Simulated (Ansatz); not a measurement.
# C₂H₇AlO₂: basis-set convergence

The task here is to estimate one member of a computed series from the others.

The runs use Ansatz 0.2.0, Gaussian basis; one geometry, several basis sets.

Plan: PBE0-D4/def2-SVP; ωB97M-V/def2-SVP; PBE0-D4/def2-QZVPP; ωB97M-V/def2-QZVPP; the functionals' def2-TZVPP values are taken from earlier runs.

## The relaxed structure

The geometry comes from an earlier relaxation with PBE0-D4 in a triple-zeta def2 set; it is a stationary point, not always the lowest conformer.

SMILES `C[CH2][Al]([OH])[OH]`, 12 atoms, charge 0, spin multiplicity 1.

Atoms are counted from 1 here; the program's logs count them from 0.

Bond lengths: C1–C2 1.529 Å, C1–H6 1.092 Å, C1–H7 1.094 Å, C1–H8 1.092 Å, C2–Al3 1.949 Å, C2–H9 1.098 Å, C2–H10 1.098 Å, Al3–O4 1.700 Å, Al3–O5 1.695 Å, O4–H11 0.955 Å, O5–H12 0.956 Å. Angles: C2–C1–H6 111.6°, C2–C1–H7 111.8°, C2–C1–H8 111.6°, H6–C1–H7 107.5°, H6–C1–H8 106.5°, H7–C1–H8 107.5°, C1–C2–Al3 115.5°, C1–C2–H9 110.2°, C1–C2–H10 110.2°, Al3–C2–H9 107.9°, Al3–C2–H10 107.9°, H9–C2–H10 104.5°, C2–Al3–O4 124.3°, C2–Al3–O5 118.9°, O4–Al3–O5 116.8°, Al3–O4–H11 124.1°, Al3–O5–H12 122.3°.

The first run:

File in.yaml:

```yaml
crystal:
  periodic: [false, false, false]
  atoms:
    - {symbol: C, position_ang: [-1.606973, -0.553245, 0.555318]}
    - {symbol: C, position_ang: [-0.517926, -0.569818, -0.518399]}
    - {symbol: Al, position_ang: [1.068592, 0.489841, -0.119382]}
    - {symbol: O, position_ang: [2.409750, 0.633145, -1.154298]}
    - {symbol: O, position_ang: [1.143534, 1.333556, 1.348996]}
    - {symbol: H, position_ang: [-1.972512, 0.459125, 0.741963]}
    - {symbol: H, position_ang: [-2.467758, -1.166301, 0.271697]}
    - {symbol: H, position_ang: [-1.235756, -0.930863, 1.510801]}
    - {symbol: H, position_ang: [-0.195096, -1.600255, -0.715055]}
    - {symbol: H, position_ang: [-0.924813, -0.221915, -1.476540]}
    - {symbol: H, position_ang: [2.478080, 0.204282, -2.004640]}
    - {symbol: H, position_ang: [1.897881, 1.867348, 1.593537]}
basis:
  gaussian: {orbitals: def2-SVP}
hamiltonian: {xc: pbe0, dispersion: d4}
output: {orbitals: {seedname: orbitals}}
```

On the command line:

```sh
$ ansatz run in.yaml --threads 4 --pin off --events-out ev --progress --plain --max-ram 10444MiB
```

Steps of the session up to this table: PBE0-D4 in def2-SVP; ωB97M-V in def2-SVP; PBE0-D4 in def2-QZVPP; ωB97M-V in def2-QZVPP.

One of the session's tables, all rows but one given; the rest of the session is left out.

It belongs to the step «Functionals by basis». 

```
functional       basis  HOMO (eV)  LUMO (eV)
   PBE0-D4    def2-SVP          ?          ?
   PBE0-D4  def2-TZVPP      -7.78      -0.06
   PBE0-D4  def2-QZVPP      -7.81      -0.36
   ωB97M-V    def2-SVP      -9.92       1.78
   ωB97M-V  def2-TZVPP     -10.04       1.41
   ωB97M-V  def2-QZVPP     -10.08       0.84
```

Estimate the missing values for PBE0-D4, def2-SVP.

**Answer.** HOMO (eV): -7.67; LUMO (eV): 0.23. In the column «HOMO (eV)» it is the highest.
